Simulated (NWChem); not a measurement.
# One shape, several levels: CH3ClMgS (SMILES C[S][Mg][Cl])

Aim: a comparison of 3 runs (HF/STO-3G, HF/3-21G, B3LYP/6-31G*) of CH3ClMgS. 

Program for the calculation: NWChem 7.3.0.

## (1) The structure to begin with

CH3ClMgS: 7 atoms, total charge 0, spin state singlet. SMILES: `C[S][Mg][Cl]`. Geometry: relaxed at PBE0-D4/def2-TZVP.

Bond lengths: C1–S2 1.828 Å, S2–Mg3 2.275 Å, Mg3–Cl4 2.181 Å, C1–H5 1.089 Å, C1–H6 1.090 Å, C1–H7 1.090 Å. Angles: C1–S2–Mg3 103.4°, S2–Mg3–Cl4 179.6°, S2–C1–H5 112.0°, S2–C1–H6 106.7°, S2–C1–H7 112.0°, H5–C1–H6 108.2°, H5–C1–H7 109.7°, H6–C1–H7 108.2°.

## (2) Energy and forces at HF/STO-3G (run 1)

Contents of geom.nw:

```
start geom
memory 2200 mb

geometry noautosym nocenter noautoz
  C    -0.435300    1.155400   -0.092000
  S     0.620300    0.326400    1.148800
  Mg    0.822500   -1.790100    0.339700
  Cl    1.006500   -3.814700   -0.449200
  H    -1.418700    0.692200   -0.165200
  H    -0.568100    2.182600    0.247000
  H     0.033900    1.180100   -1.075000
end

basis spherical bse
  C library STO-3G
  S library STO-3G
  Mg library STO-3G
  Cl library STO-3G
  H library STO-3G
end

scf
  thresh 1e-08
  maxiter 80
end

task scf gradient
```

Started as:

```
$ nwchem geom.nw > geom.out
```

What it wrote:

```text
[...]
  functions       =    35
[...]
  wavefunction    = RHF
[...]
         Total SCF energy =  -1084.179696839928
      One-electron energy =  -1922.094365888429
      Two-electron energy =    631.144024838438
 Nuclear repulsion energy =    206.770644210063
        Time for solution =      2.0s
[...]
                         RHF ENERGY GRADIENTS
    atom               coordinates                        gradient
                 x          y          z           x          y          z
   1 C      -0.822598   2.183389  -0.173855   -0.015649   0.010767  -0.019204
   2 S       1.172197   0.616807   2.170917    0.002048   0.038010   0.023591
   3 Mg      1.554300  -3.382798   0.641940    0.004263  -0.020984  -0.004418
   4 Cl      1.902009  -7.208738  -0.848865    0.002199  -0.026297  -0.010552
   5 H      -2.680954   1.308068  -0.312183   -0.000828  -0.003151   0.004383
   6 H      -1.073553   4.124516   0.466762    0.002630   0.002749   0.005696
   7 H       0.064062   2.230066  -2.031455    0.005337  -0.001092   0.000504
[...]
```

It took 4.2 s on 1 thread of Intel Xeon Platinum 8488C (Sapphire Rapids), shared host; peak memory 0.1 GiB.

## (3) Energy and gradient at HF/3-21G (run 2)

Contents of sp.nw:

```
start sp
memory stack 880 mb heap 220 mb global 1100 mb
charge 0

geometry units angstrom noautosym nocenter noautoz
  C     -0.435300     1.155400    -0.092000
  S      0.620300     0.326400     1.148800
  Mg     0.822500    -1.790100     0.339700
  Cl     1.006500    -3.814700    -0.449200
  H     -1.418700     0.692200    -0.165200
  H     -0.568100     2.182600     0.247000
  H      0.033900     1.180100    -1.075000
end

basis spherical bse
  * library 3-21G
end

scf
  singlet
  rhf
  thresh 1e-08
  maxiter 80
end

task scf gradient
```

Started as:

```
$ nwchem sp.nw > sp.out
```

What it wrote:

```text
[...]
  functions       =    54
[...]
  wavefunction    = RHF
[...]
         Total SCF energy =  -1090.860213411314
      One-electron energy =  -1923.999182108249
      Two-electron energy =    626.368324486872
 Nuclear repulsion energy =    206.770644210063
        Time for solution =      1.7s
[...]
                         RHF ENERGY GRADIENTS
    atom               coordinates                        gradient
                 x          y          z           x          y          z
   1 C      -0.822598   2.183389  -0.173855    0.022004  -0.021825   0.023437
   2 S       1.172197   0.616807   2.170917   -0.015836   0.003532  -0.023371
   3 Mg      1.554300  -3.382798   0.641940   -0.000739  -0.006136  -0.004456
   4 Cl      1.902009  -7.208738  -0.848865   -0.001798   0.019955   0.007801
   5 H      -2.680954   1.308068  -0.312183   -0.006140  -0.002855  -0.000448
   6 H      -1.073553   4.124516   0.466762   -0.000417   0.007146   0.003185
   7 H       0.064062   2.230066  -2.031455    0.002926   0.000184  -0.006146
[...]
```

It took 4.2 s on 1 thread of Intel Xeon Platinum 8488C (Sapphire Rapids), shared host; peak memory 0.099 GiB.

## (4) Energy and gradient at B3LYP/6-31G(d) (Cartesian functions) (run 3)

Contents of run.py:

```python
from ase import Atoms
from ase.calculators.nwchem import NWChem

system = Atoms(['C', 'S', 'Mg', 'Cl', 'H', 'H', 'H'], positions=[
    [-0.435300, 1.155400, -0.092000],
    [0.620300, 0.326400, 1.148800],
    [0.822500, -1.790100, 0.339700],
    [1.006500, -3.814700, -0.449200],
    [-1.418700, 0.692200, -0.165200],
    [-0.568100, 2.182600, 0.247000],
    [0.033900, 1.180100, -1.075000],
])

calc = NWChem(
    label='work',
    theory='dft',
    memory='2200 mb',
    basis='6-31G*',
    dft={'xc': 'b3lyp', 'mult': '1', 'grid': 'xfine', 'convergence': 'energy 1e-08', 'iterations': '100', 'mulliken': None},
)
system.calc = calc

forces = system.get_forces()
e = system.get_potential_energy()
print(f"E = {e:.6f} eV")
print("forces (eV/A):")
for s, f in zip(system.symbols, forces):
    print(f"{s:2s} {f[0]:10.5f} {f[1]:10.5f} {f[2]:10.5f}")
print("dipole (e A):", system.get_dipole_moment().round(4))
```

Started as:

```
$ export ASE_NWCHEM_COMMAND="nwchem PREFIX.nwi > PREFIX.nwo"
$ python run.py
```

What it wrote:

```text
E = -29891.655309 eV
forces (eV/A):
C    -0.20656    0.17813   -0.23484
S     0.31064   -0.07667    0.45442
Mg    0.00854    0.08104    0.05687
Cl    0.02813   -0.30339   -0.11729
H    -0.11894   -0.01558   -0.04057
H    -0.03389    0.10783    0.00309
H     0.01203    0.02869   -0.12172
dipole (e A): [-0.1826  0.3132 -0.1239]
```

The calculator wrote work.nwi:

```
title "work"

permanent_dir work

scratch_dir work

start work

geometry units angstrom nocenter noautosym noautoz
  C  -4.3530000000000002e-01 1.1554000000000000e+00 -9.1999999999999998e-02
  S  6.2029999999999996e-01 3.2640000000000002e-01 1.1488000000000000e+00
  Mg 8.2250000000000001e-01 -1.7901000000000000e+00 3.3970000000000000e-01
  Cl 1.0065000000000000e+00 -3.8147000000000002e+00 -4.4919999999999999e-01
  H  -1.4187000000000001e+00 6.9220000000000004e-01 -1.6520000000000001e-01
  H  -5.6810000000000005e-01 2.1825999999999999e+00 2.4700000000000000e-01
  H  3.3900000000000000e-02 1.1800999999999999e+00 -1.0750000000000000e+00
end

memory 2200 mb

basis noprint
   * library 6-31G*
end

dft
  xc b3lyp
  mult 1
  grid xfine
  convergence energy 1e-08
  iterations 100
  mulliken
end

task dft gradient
```

work.nwo:

```text
Northwest Computational Chemistry Package (NWChem) 7.3.0
             --------------------------------------------------------

           Job information
           ---------------

    nwchem branch   = 7.3.0
    use scalapack   = T
    input           = work.nwi
    prefix          = work.
    data base       = work/work.db
    status          = startup
    nproc           =        1

           Memory information
           ------------------

    heap     =     72089594 doubles =      550.0 Mbytes
    stack    =     72089599 doubles =      550.0 Mbytes
    global   =    144179200 doubles =     1100.0 Mbytes (distinct from heap & stack)
    total    =    288358393 doubles =     2200.0 Mbytes
    verify   = yes
    hardfail = no

[... 110 lines left out ...]
  convergence criterion.
[... 42 lines left out ...]
          Spatial weights used:  Erf1
[... 79 lines left out ...]
         Total DFT energy =    -1098.498080273881
[... 3 lines left out ...]
 Nuclear repulsion energy =      206.770644210063
[... 618 lines left out ...]
          Convergence on gradient requested:  5.00D-04
[... 29 lines left out ...]
          total energy or number of iterations.
[... 38 lines left out ...]
                 ----------------------------------------
                 |  Time  |  1-e(secs)   |  2-e(secs)   |
                 ----------------------------------------
                 |  CPU   |       0.01   |       9.01   |
                 ----------------------------------------
                 |  WALL  |       0.01   |       9.01   |
                 ----------------------------------------

 Task  times  cpu:       39.0s     wall:       39.0s
 Total times  cpu:       39.1s     wall:       39.1s
```

Run time: 41 s. Hardware: 1 thread of Intel Xeon Platinum 8488C (Sapphire Rapids), shared host; peak memory 0.14 GiB.

## (5) The series

| run | level | Cartesian functions | iteration cap | energy (Eh) | dipole moment (D) | HOMO energy (eV) | LUMO energy (eV) | wall time |
| --- | --- | --- | --- | --- | --- | --- | --- | --- |
| 1 | HF/STO-3G | no | 80 | -1084.179697 | 1.74 | -5.93 | 8.00 | 4.2 s |
| 2 | HF/3-21G | no | 80 | -1090.860213 | 2.12 | -9.62 | 0.69 | 4.2 s |
| 3 | B3LYP/6-31G* (Cartesian functions) | yes | 100 | -1098.498080 | 1.84 | -6.46 | -1.69 | 41 s |

## (6) Results

```
                       quantity           value
            run 3: total energy  -1098.49808 Eh
           run 3: dipole moment          1.84 D
             run 3: HOMO energy        -6.46 eV
             run 3: LUMO energy        -1.69 eV
           run 3: HOMO–LUMO gap         4.77 eV
run 3: largest force on an atom      0.556 eV/Å
```

The dipole moment (its size) runs from 1.74 D (HF/STO-3G) to 2.12 D (HF/3-21G). The HOMO–LUMO gap runs from 4.77 eV (B3LYP/6-31G*) to 13.93 eV (HF/STO-3G). The two ends differ in method and basis. In run 1 the basis is minimal, so the values are rough. All runs together took 49 s, the longest 41 s.
